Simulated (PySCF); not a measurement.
# Hg2H4: other functionals and bases at one geometry

An exercise on one series of results from a longer session: the logs are not shown, and one member is left open.

Method: several levels, as the steps say, no spin–orbit coupling; program: PySCF 2.14.0.

3 further runs of the same task are left out: 2 for a known fault of the program, 1 that didn't finish.

### Where the work starts

6 atoms, charge 0, spin multiplicity 1.

Bond lengths: Hg1–H4 1.668 Å, Hg1–H5 1.662 Å, Hg2–H3 1.668 Å, Hg2–H6 1.662 Å. Angles: H4–Hg1–H5 179.5°, H3–Hg2–H6 179.5°.

Geometry (Å):

```csv
atom,x (Å),y (Å),z (Å)
Hg1,-0.6485,0.0000,1.9732
Hg2,0.6485,0.0000,-1.9732
H3,1.6048,0.0000,-0.6060
H4,-1.6048,0.0000,0.6060
H5,0.2926,0.0000,3.3429
H6,-0.2926,0.0000,-3.3429
```

Formal oxidation states: Hg +2. An earlier session relaxed this geometry at B3LYP, Hg def2-SVP with ECP60, H def2-SVP (singlet, point group C2h).

At B3LYP on the finer grid: E = -309.411819 Eh, HOMO -7.82 eV, LUMO -1.16 eV, Mulliken charge on Hg1 +0.26 e, largest force component 0.005 eV/Å. 

Levels to run: BP86; TPSSh; TPSS; BLYP; B3LYP, TZVP; B3LYP, x2c-SVP. Hardware: 2 threads of Arm Neoverse V2, shared host.

The first run:

The input, run.py (the lines that set the calculation):

```python
mol = gto.M(atom='''
Hg    -0.64851     0.00000     1.97320
Hg     0.64851     0.00000    -1.97320
H      1.60484     0.00000    -0.60601
H     -1.60484     0.00000     0.60601
H      0.29258     0.00000     3.34293
H     -0.29258     0.00000    -3.34293''',
    basis={'Hg': 'def2-SVP', 'H': 'def2-SVP'},
    ecp={'Hg': 'def2-SVP'},
    charge=0, spin=0)
mf = dft.RKS(mol, xc='B88,P86')
mf.grids.atom_grid = (75, 302)
mf = mf.density_fit()  # fitting sets: Hg def2-universal-JKFIT, H def2-universal-JKFIT
mf.conv_tol = 1e-08; mf.max_cycle = 55
mf.kernel(dm0)  # dm0: the density of the relaxed state
```

Run with:

```bash
$ OMP_NUM_THREADS=2 python run.py
```

Steps of the session up to this table: BP86; TPSSh; TPSS; BLYP; B3LYP, TZVP; B3LYP, x2c-SVP.

One table of the session follows, with a row left open; its other results are not shown here.

```
               level  HOMO (eV)  gap (eV)  charge on Hg1 (e)  largest force component (eV/Å)
B3LYP (relaxed here)      -7.82      6.67               0.26                            0.00
                BP86      -7.02      5.43               0.25                            0.04
               TPSSh          ?         ?                  ?                               ?
                TPSS      -7.06      5.72               0.30                            0.01
                BLYP      -6.78      5.27               0.24                            0.14
         B3LYP, TZVP      -7.90      6.51               0.24                            0.10
      B3LYP, x2c-SVP      -7.83      6.49               0.01                            0.07
```

Estimate the missing values for TPSSh.

As computed: HOMO (eV): -7.48; gap (eV): 6.39; charge on Hg1 (e): 0.31; largest force component (eV/Å): 0.05. In the column «HOMO (eV)» it lies between B3LYP (relaxed here) (-7.82) and TPSS (-7.06).

In one basis the HOMO–LUMO gap runs from 5.27 eV (BLYP) to 6.67 eV (B3LYP). The largest leftover force, 0.14 eV/Å with BLYP, stands at a geometry relaxed at another level. Total energies of different levels can't be compared.
